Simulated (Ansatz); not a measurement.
# Hf2Ge3Ru: the cost of one run

Method: DFT PBE, scalar-relativistic, plane waves, PAW, in Ansatz 0.2.0.

### 1 The starting structure

The structure is hexagonal, space group P6/mmm (No. 191). Conventional cell: a = 5.960 Å, b = 5.960 Å, c = 3.410 Å, α = 90.00°, β = 90.00°, γ = 120.00°. Around Hf (site symmetry -6m2) lie 6 Ge at 2.42 Å. Ge (site symmetry mmm) has 4 Hf at 2.42 Å as nearest neighbours. Ru (site symmetry 6/mmm) has 2 Ru at 3.41 Å and 12 Ge at 3.43 Å and 6 Hf at 3.44 Å as nearest neighbours.

As a file:

```cif
data_structure
_symmetry_space_group_name_H-M 'P6/mmm'
_symmetry_Int_Tables_number 191
_cell_length_a 5.9597
_cell_length_b 5.9597
_cell_length_c 3.4104
_cell_angle_alpha 90.000
_cell_angle_beta 90.000
_cell_angle_gamma 120.000
_cell_volume 104.90
loop_
_atom_site_label
_atom_site_type_symbol
_atom_site_symmetry_multiplicity
_atom_site_Wyckoff_symbol
_atom_site_fract_x
_atom_site_fract_y
_atom_site_fract_z
_atom_site_occupancy
Hf1 Hf 2 c 0.33333 0.66667 0.00000 1
Ge1 Ge 3 g 0.50000 0.00000 0.50000 1
Ru1 Ru 1 a 0.00000 0.00000 0.00000 1
```

Recipe of the guess: species swapped into a database cell of SmB2Rh3 (P6/mmm, No. 191), with Ru on the Sm sites, Hf on the B sites and Ge on the Rh sites. The dimensions are guesses.

### 2 A first look at the guess

input.yaml

```yaml
crystal:
  lattice:
    - [5.95974687, 0.0, 0.0]
    - [-2.97987343, 5.16129219, 0.0]
    - [0.0, 0.0, 3.41042756]
  atoms:
    - { symbol: Hf, position: [0.33333333, 0.66666667, 0.0] }
    - { symbol: Hf, position: [0.66666667, 0.33333333, 0.0] }
    - { symbol: Ge, position: [0.5, 0.0, 0.5] }
    - { symbol: Ge, position: [0.5, 0.5, 0.5] }
    - { symbol: Ge, position: [0.0, 0.5, 0.5] }
    - { symbol: Ru, position: [0.0, 0.0, 0.0] }
basis:
  ecutwfc: 420
kpoints:
  mp_grid: { grid: [3, 3, 6] }
hamiltonian:
  xc: pbe
scf:
  occupations: { method: gaussian, width: 0.1 }
  lower_state_search: "off"
output:
  forces: true
  stress: true
  eigenvalues: true
```

Command:

```console
$ ansatz run input.yaml --threads 1 --pin off --max-ram 2560MiB --backend cpu --events-out ev --progress --plain --runs-dir out
```

What time and memory should one allow on 1 thread of Arm Neoverse V2, shared host?

About 4.6 s, with a peak of 0.42 GiB.
